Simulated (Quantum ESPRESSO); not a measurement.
# TiSi2 (Fddd) in Quantum ESPRESSO: notebook, part 2 of 2

Quantum ESPRESSO 7.5.

## 4. Single point, LDA, 13.42 Å³/atom

File pw.in:

```
&CONTROL
  calculation = 'scf'
  prefix = 'pwscf'
  outdir = './tmp'
  pseudo_dir = './pseudo'
  tprnfor = .true.
  tstress = .true.
  disk_io = 'nowf'
/
&SYSTEM
  ibrav = 0
  nat = 6
  ntyp = 2
  ecutwfc = 45
  ecutrho = 360
  nbnd = 28
  occupations = 'smearing'
  smearing = 'fd'
  degauss = 0.00367493
/
&ELECTRONS
  conv_thr = 1.2d-09
  electron_maxstep = 120
  mixing_beta = 0.5
/
ATOMIC_SPECIES
Ti    47.8670 ti_lda_v1.4.uspp.F.UPF
Si    28.0850 si_lda_v1.uspp.F.UPF
CELL_PARAMETERS angstrom
   0.0000000000    4.0618673723    4.2052840453
   2.3572172929    0.0000000000    4.2052840453
   2.3572172929    4.0618673723    0.0000000000
ATOMIC_POSITIONS crystal
Ti     0.7500000000    0.7500000000    0.7500000000
Ti     0.5000000000    0.5000000000    0.5000000000
Si     0.4125656100    0.0874343900    0.4125656100
Si     0.0874343900    0.4125656100    0.0874343900
Si     0.1625656100    0.8374343900    0.1625656100
Si     0.8374343900    0.1625656100    0.8374343900
K_POINTS automatic
7 7 7 0 0 0
```

The run is started by

```console
$ OMP_NUM_THREADS=1 mpirun -n 2 pw.x -nk 2 -in pw.in > pw.out
```

It took 71 s on 2 MPI ranks of Arm Neoverse V2, shared host; peak memory 0.42 GiB.

The run converged. Its results:

* Free energy: -3772.7912 eV
* Pressure: 1.1 GPa
* Largest force: 0.088 eV/Å
* Band gap on the k mesh: none (metal or under the smearing width)

## 5. Single point, LDA, 13.70 Å³/atom

pw.in: that of step 4 with these lines changed.

```diff
@@ -29,5 +29,5 @@
 CELL_PARAMETERS angstrom
-   0.0000000000    4.0618673723    4.2052840453
-   2.3572172929    0.0000000000    4.2052840453
-   2.3572172929    4.0618673723    0.0000000000
+   0.0000000000    4.0898811360    4.2342869207
+   2.3734744776    0.0000000000    4.2342869207
+   2.3734744776    4.0898811360    0.0000000000
 ATOMIC_POSITIONS crystal
```

The run is started by

```console
$ OMP_NUM_THREADS=1 mpirun -n 2 pw.x -nk 2 -in pw.in > pw.out
```

It took 79 s on 2 MPI ranks of Arm Neoverse V2, shared host; peak memory 0.44 GiB.

It converged, with:

- Free energy: -3772.7859 eV
- Pressure: -2.1 GPa
- Largest force: 0.074 eV/Å
- Band gap on the k mesh: none (metal or under the smearing width)

## 6. Single point, LDA, 13.98 Å³/atom

pw.in: that of step 5 with these lines changed.

```diff
@@ -29,5 +29,5 @@
 CELL_PARAMETERS angstrom
-   0.0000000000    4.0898811360    4.2342869207
-   2.3734744776    0.0000000000    4.2342869207
-   2.3734744776    4.0898811360    0.0000000000
+   0.0000000000    4.1175163063    4.2628978354
+   2.3895119538    0.0000000000    4.2628978354
+   2.3895119538    4.1175163063    0.0000000000
 ATOMIC_POSITIONS crystal
```

Potentials or basis: GBRV 1.5 LDA.

The run is started by

```console
$ OMP_NUM_THREADS=1 mpirun -n 2 pw.x -nk 2 -in pw.in > pw.out
```

Wall time 79 s (2 MPI ranks of Arm Neoverse V2, shared host); peak memory 0.44 GiB.

The run converged. Its results:

| Item | Value |
| --- | --- |
| Free energy | -3772.7481 eV |
| Pressure | -5.1 GPa |
| Largest force | 0.063 eV/Å |
| Band gap on the k mesh | none (metal or under the smearing width) |

## 7. Single point, LDA, 14.26 Å³/atom

pw.in: that of step 6 with these lines changed.

```diff
@@ -29,5 +29,5 @@
 CELL_PARAMETERS angstrom
-   0.0000000000    4.1175163063    4.2628978354
-   2.3895119538    0.0000000000    4.2628978354
-   2.3895119538    4.1175163063    0.0000000000
+   0.0000000000    4.1447854209    4.2911297696
+   2.4053369975    0.0000000000    4.2911297696
+   2.4053369975    4.1447854209    0.0000000000
 ATOMIC_POSITIONS crystal
```

The run is started by

```console
$ OMP_NUM_THREADS=1 mpirun -n 2 pw.x -nk 2 -in pw.in > pw.out
```

It took 83 s on 2 MPI ranks of Arm Neoverse V2, shared host; peak memory 0.44 GiB.

The run converged. Its results:

| Property | Result |
| --- | --- |
| Free energy | -3772.6812 eV |
| Pressure | -7.7 GPa |
| Largest force | 0.052 eV/Å |
| Band gap on the k mesh | none (metal or under the smearing width) |

## 8. Single point, LDA, 14.54 Å³/atom

pw.in: that of step 7 with these lines changed.

```diff
@@ -29,5 +29,5 @@
 CELL_PARAMETERS angstrom
-   0.0000000000    4.1447854209    4.2911297696
-   2.4053369975    0.0000000000    4.2911297696
-   2.4053369975    4.1447854209    0.0000000000
+   0.0000000000    4.1717003661    4.3189950295
+   2.4209565065    0.0000000000    4.3189950295
+   2.4209565065    4.1717003661    0.0000000000
 ATOMIC_POSITIONS crystal
```

The run is started by

```console
$ OMP_NUM_THREADS=1 mpirun -n 2 pw.x -nk 2 -in pw.in > pw.out
```

It took 91 s on 2 MPI ranks of Arm Neoverse V2, shared host; peak memory 0.44 GiB.

The run converged. Its results:

* Free energy: -3772.5883 eV
* Pressure: -10.0 GPa
* Largest force: 0.042 eV/Å
* Band gap on the k mesh: none (metal or under the smearing width)

## 9. Single point, LDA, 14.82 Å³/atom

pw.in: that of step 8 with these lines changed.

```diff
@@ -29,5 +29,5 @@
 CELL_PARAMETERS angstrom
-   0.0000000000    4.1717003661    4.3189950295
-   2.4209565065    0.0000000000    4.3189950295
-   2.4209565065    4.1717003661    0.0000000000
+   0.0000000000    4.1982724224    4.3465052936
+   2.4363770274    0.0000000000    4.3465052936
+   2.4363770274    4.1982724224    0.0000000000
 ATOMIC_POSITIONS crystal
```

Potentials or basis: GBRV 1.5 LDA.

The run is started by

```console
$ OMP_NUM_THREADS=1 mpirun -n 2 pw.x -nk 2 -in pw.in > pw.out
```

Run time: 1.7 min. Hardware: 2 MPI ranks of Arm Neoverse V2, shared host; peak memory 0.46 GiB.

It converged, with:

```
Free energy            : -3772.4720 eV
Pressure               : -12.2 GPa
Largest force          : 0.034 eV/Å
Band gap on the k mesh : none (metal or under the smearing width)
```

## 10. Equation of state, LDA

No new run: the results of the series are fitted here.

What came out:

| Item | Value |
| --- | --- |
| Equilibrium volume | 13.52 Å³/atom |
| Bulk modulus at fixed shape and positions | 161 GPa |
| Pressure derivative of the bulk modulus | 4.3 |

Energy against volume, from the lowest point:
```tsv
volume (Å³/atom)	energy (meV/atom)
13.142	5.13
13.421	0.00
13.701	0.89
13.981	7.19
14.260	18.34
14.540	33.83
14.820	53.21
```

Caveat: the cell was scaled at fixed shape and fractional positions, which overstates the stiffness of a crystal with free parameters, most of all of layers and chains.
